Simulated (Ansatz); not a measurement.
Consider the interaction energy of a dimer with the counterpoise correction of HI (the Ansatz DFT code, driven from Python).

Script `dimer.py`:
```python
"""Interaction energy of two HI molecules, with the counterpoise correction."""

import ansatz as az

FIRST = [
    ("I", (-0.6678, 0.24, -0.338)),
    ("H", (0.6678, -0.24, 0.338)),
]
SECOND = [
    ("I", (-3.3119, -1.4347, 0.2371)),
    ("H", (-4.625, -2.2649, -0.0028)),
]

def energy(atoms, ghosts=()):
    molecule = az.Crystal.molecule()
    for symbol, xyz in atoms:
        molecule = molecule.atom(symbol, xyz)
    calc = (
        molecule.calculation()
        .basis(gaussian="def2-SVP")
        .correlation("mp2")
    )
    deck = calc.input()
    if ghosts:
        deck = deck.set(az.key.basis.gaussian.ghost_atoms, [{"symbol": s, "position_ang": list(xyz)} for s, xyz in ghosts])
    return az.Session.from_dict(deck).plan().execute().report["free_energy_ev"]


def main() -> None:
    # monomers in their own basis and in the basis of the dimer
    both = energy(FIRST + SECOND)
    alone = energy(FIRST) + energy(SECOND)
    ghosted = energy(FIRST, SECOND) + energy(SECOND, FIRST)
    print(f"dimer {both:.6f} eV")
    print(f"interaction, uncorrected   {23.060548 * (both - alone):8.3f} kcal/mol")
    print(f"interaction, counterpoise  {23.060548 * (both - ghosted):8.3f} kcal/mol")
    print(f"basis-set superposition    {23.060548 * (alone - ghosted):8.3f} kcal/mol")


if __name__ == "__main__":
    main()
```

How large is the interaction at this pose, and how much of it is basis-set superposition?

Uncorrected it is 9.624 kcal/mol, with the counterpoise correction 10.939 kcal/mol; the difference, 1.31 kcal/mol, is the superposition error. In this basis both values are repulsive.

What the script printed:

Running `python dimer.py` prints:
```text
dimer -16182.720440 eV
interaction, uncorrected      9.624 kcal/mol
interaction, counterpoise    10.939 kcal/mol
basis-set superposition       1.315 kcal/mol
```

Notes:
- Total energies depend on the basis set; only differences at equal settings carry meaning.
- The dimer is a generated trial pose of unrelaxed monomers, not a minimum, so the figure is no binding energy, and the basis set is small.
- def2 sets replace the cores of elements past krypton by effective core potentials.
- Timing: 2.8 s on 1 thread of Arm Neoverse V1, with other jobs on the host, peak memory 0.17 GiB.

(Lines on the test bed's own set-up are left out of the output.)
